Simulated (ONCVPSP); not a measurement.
**Se: generating and testing an ONCV potential**

Do these settings give a usable potential? It is generated, then checked for transferability, scattering, ghosts and hardness.

The numbers are computed with ONCVPSP 4.0.1.1 (patched build) (PBEsol, scalar-relativistic, spin-unpolarised reference atom).

### 1 Starting point

Typed settings, in words:

| Item | Value |
| --- | --- |
| element | selenium (Se, Z = 34) |
| type | optimised norm-conserving Vanderbilt (ONCV) |
| frozen core | [Ar] |
| valence charge | 16 |
| reference configuration | 3d10 4s2 4p4 |
| partial waves | 4s: rc 1.45 bohr, ncon 4, nbas 7, qcut 4 1/bohr, 3 projectors, debl 3.8 Ha; 4p: rc 1.90 bohr, ncon 4, nbas 8, qcut 4 1/bohr, 1 projector; 3d: rc 1.00 bohr, ncon 4, nbas 9, qcut 14.4 1/bohr, 1 projector; f scattering state at 0.32 Ha: rc 2.00 bohr, ncon 4, nbas 9, qcut 5.5 1/bohr, 2 projectors, debl 1 Ha |
| local potential | polynomial inside 0.95 bohr (lpopt 3, dvloc0 0 Ha) |
| core correction | Teter function, fcfact 5.25, rcfact 1.05 |

The outer shells as boxes (Hund's rule for the drawing; the calculation is spin-unpolarised):

```
[Ar] core
3d [↑↓][↑↓][↑↓][↑↓][↑↓]
4s [↑↓]
4p [↑↓][↑ ][↑ ]
```

### 2 Generation

Se.dat

```
# ATOM AND REFERENCE CONFIGURATION
# atsym  z   nc   nv     iexc    psfile
  Se 34.00    5    3  -116133      upf
#
#   n    l    f
    1    0    2.00
    2    0    2.00
    2    1    6.00
    3    0    2.00
    3    1    6.00
    3    2   10.00
    4    0    2.00
    4    1    4.00
#
# PSEUDOPOTENTIAL AND OPTIMIZATION
# lmax
    3
#
#   l,   rc,      ep,       ncon, nbas, qcut
    0    1.45    0.00    4    7    4.00
    1    1.90    0.00    4    8    4.00
    2    1.00    0.00    4    9   14.40
    3    2.00    0.32    4    9    5.50
#
# LOCAL POTENTIAL
# lloc, lpopt,  rc(5),   dvloc0
    4    3    0.95    0.00
#
# VANDERBILT-KLEINMAN-BYLANDER PROJECTORs
# l, nproj, debl
    0    3    3.80
    1    1    2.10
    2    1    2.90
    3    2    1.00
#
# MODEL CORE CHARGE
# icmod, fcfact, rcfact
    3    5.25    1.05
#
# LOG DERIVATIVE ANALYSIS
# epsh1, epsh2, depsh
   -3.00    5.00    0.02
#
# OUTPUT GRID
# rlmax, drl
    6.00    0.01
#
# TEST CONFIGURATIONS
# ncnf
    4
# nvcnf
#   n    l    f
    3
    3    2   10.00
    4    0    2.00
    4    1    3.00
#
    3
    3    2   10.00
    4    0    2.00
    4    1    2.00
#
    3
    3    2   10.00
    4    0    2.00
    4    1    1.00
#
    3
    3    2   10.00
    4    0    1.00
    4    1    4.00
#
```

Run with:

```sh
oncvpsp.x < Se.dat > Se.out
```

**Question.** What will these runs give? Wanted: cutoffs for 1 and 0.1 mHa per electron, occupied waves; bound ghosts; GHOST(+) flags; largest test error; largest phase difference near zero energy, channels read; rms error of d²Exc/dn², without and with the model core.

As calculated:

```
                                                quantity                                                                value
  cutoffs for 1 and 0.1 mHa per electron, occupied waves                                                     93 Ha and 104 Ha
                                            bound ghosts                                                           none found
                                          GHOST(+) flags  s at 224 eV, s at 1857 eV (1 near or above the test basis's cutoff)
                            largest test error (AE − PS)                                            +17 meV, for 3d10 4s1 4p4
largest phase difference near zero energy, channels read                                                            0.026 rad
 rms error of d²Exc/dn², without and with the model core                                                    7.19 and 5.97 mHa
```

The worst unpolarised test, 3d10 4s1 4p4, is off by 17 meV on 22.4 eV; by total energies transferability rates as good. By its cutoff, 93 Ha for the looser tolerance, it is very hard. At the looser tolerance the 3d wave is the slowest; 4s needs 23 Ha. The program's ghost test flags no bound state. Near zero energy the phases of the channels with partial waves agree within 0.026 rad. The program also flags highly localised states, GHOST(+) (s).
